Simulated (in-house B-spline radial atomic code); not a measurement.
# Tm²⁺ in a hard spherical wall

Aim: energy and levels of Tm²⁺ squeezed by an impenetrable sphere of shrinking radius. More than one configuration is followed.

Program: in-house B-spline radial atomic code version 1. Level of theory: non-relativistic LDA (Slater, VWN5), spherical fractional occupations, point nucleus, basis-set limit. These are calculated values, not measurements, unless marked.

### Step 1. The atom as given

```
element       : thulium (Z = 69)
charge        : +2
electrons     : 67
configuration : [Xe] 4f13
Hamiltonian   : non-relativistic
nucleus       : point
```

Outer shells as boxes (Hund's rule):

[Xe] 4f13
```
[Xe] core
4f [↑↓][↑↓][↑↓][↑↓][↑↓][↑↓][↑ ]
```

The boxes only draw the filling; these runs are spin-restricted and spherical.

### Step 2. Reference run without a wall

Input settings:

```ini
Z = 69
electrons = 67.0
configuration = [Xe] 4f13
hamiltonian = nr
method = lda,vwn
spin_polarised = False
```

### Step 3. Wall at 8.96 bohr, configuration [Xe] 4f13

The settings differ from step 2 so:

```diff
@@ -6 +6,2 @@
 spin_polarised = False
+wall_radius = 8.96
```

### Step 4. Wall at 4.41 bohr, configuration [Xe] 4f13

The settings differ from step 3 so:

```diff
@@ -6,2 +6,2 @@
 spin_polarised = False
-wall_radius = 8.96
+wall_radius = 4.41
```

### Step 5. Wall at 2.68 bohr, configuration [Xe] 4f13

The settings differ from step 4 so:

```diff
@@ -6,2 +6,2 @@
 spin_polarised = False
-wall_radius = 4.41
+wall_radius = 2.68
```

### Step 6. Wall at 1.27 bohr, configuration [Xe] 4f13

The settings differ from step 5 so:

```diff
@@ -6,2 +6,2 @@
 spin_polarised = False
-wall_radius = 2.68
+wall_radius = 1.27
```

### Step 7. Wall at 8.96 bohr, configuration [Kr] 4d10 4f13 5s2 5p5 5d1

Input settings:

```ini
Z = 69
electrons = 67.0
configuration = [Kr] 4d10 4f13 5s2 5p5 5d1
hamiltonian = nr
method = lda,vwn
spin_polarised = False
wall_radius = 8.96
```

### Step 8. Wall at 4.41 bohr, configuration [Kr] 4d10 4f13 5s2 5p5 5d1

The settings differ from step 7 so:

```diff
@@ -6,2 +6,2 @@
 spin_polarised = False
-wall_radius = 8.96
+wall_radius = 4.41
```

### Step 9. Wall at 2.68 bohr, configuration [Kr] 4d10 4f13 5s2 5p5 5d1

The settings differ from step 8 so:

```diff
@@ -6,2 +6,2 @@
 spin_polarised = False
-wall_radius = 4.41
+wall_radius = 2.68
```

### Step 10. Wall at 1.27 bohr, configuration [Kr] 4d10 4f13 5s2 5p5 5d1

The settings differ from step 9 so:

```diff
@@ -6,2 +6,2 @@
 spin_polarised = False
-wall_radius = 2.68
+wall_radius = 1.27
```

### Step 11. Wall at 8.96 bohr, configuration [Kr] 4d9 4f14 5s2 5p6

Input settings:

```ini
Z = 69
electrons = 67.0
configuration = [Kr] 4d9 4f14 5s2 5p6
hamiltonian = nr
method = lda,vwn
spin_polarised = False
wall_radius = 8.96
```

### Step 12. Wall at 4.41 bohr, configuration [Kr] 4d9 4f14 5s2 5p6

The settings differ from step 11 so:

```diff
@@ -6,2 +6,2 @@
 spin_polarised = False
-wall_radius = 8.96
+wall_radius = 4.41
```

### Step 13. Wall at 2.68 bohr, configuration [Kr] 4d9 4f14 5s2 5p6

The settings differ from step 12 so:

```diff
@@ -6,2 +6,2 @@
 spin_polarised = False
-wall_radius = 4.41
+wall_radius = 2.68
```

### Step 14. Wall at 1.27 bohr, configuration [Kr] 4d9 4f14 5s2 5p6

The settings differ from step 13 so:

```diff
@@ -6,2 +6,2 @@
 spin_polarised = False
-wall_radius = 2.68
+wall_radius = 1.27
```

What do the energy and the highest level do as the wall closes in, and which configuration is lower at each radius?

As calculated:

| configuration | radius (bohr) | energy above the free system (eV) | pressure (GPa) | highest level (eV) |
| --- | --- | --- | --- | --- |
| [Xe] 4f13 | 8.96 | below noise | 8.48e-06 | -21.660 (4f) |
| [Xe] 4f13 | 4.41 | 0.276 | 3.27 | -21.343 (4f) |
| [Xe] 4f13 | 2.68 | 29.163 | 952 | -11.588 (4f) |
| [Xe] 4f13 | 1.27 | 1985.03 | 386140 | 232.11 (5p) |
| [Kr] 4d10 4f13 5s2 5p5 5d1 | 8.96 | 26.127 | 0.00115 | -15.568 (5d) |
| [Kr] 4d10 4f13 5s2 5p5 5d1 | 4.41 | 27.198 | 8.08 | -14.059 (5d) |
| [Kr] 4d10 4f13 5s2 5p5 5d1 | 2.68 | 62.958 | 1072 | 2.984 (5d) |
| [Kr] 4d10 4f13 5s2 5p5 5d1 | 1.27 | 2060.92 | 388533 | 308.25 (5d) |
| [Kr] 4d9 4f14 5s2 5p6 | 8.96 | 165.34 | 6.13e-06 | -22.545 (4f) |
| [Kr] 4d9 4f14 5s2 5p6 | 4.41 | 165.61 | 3.15 | -22.249 (4f) |
| [Kr] 4d9 4f14 5s2 5p6 | 2.68 | 194.10 | 944 | -12.669 (4f) |
| [Kr] 4d9 4f14 5s2 5p6 | 1.27 | 2158.30 | 388139 | 231.73 (5p) |

For [Xe] 4f13 the energy above the free reference is below noise at 8.96 bohr and 1985.03 eV at 1.27 bohr, where the electrons press on it with 386140 GPa. Its highest level passes zero between 2.68 and 1.27 bohr; in smaller spheres the level is positive, pushed up by confinement, and the wall keeps the electron in. Of [Xe] 4f13 and [Kr] 4d10 4f13 5s2 5p5 5d1, the first stays lower at every radius that both share. At 1.27 bohr the lowest of all 3 is [Xe] 4f13. A hard wall is a crude model of an atom's surroundings.
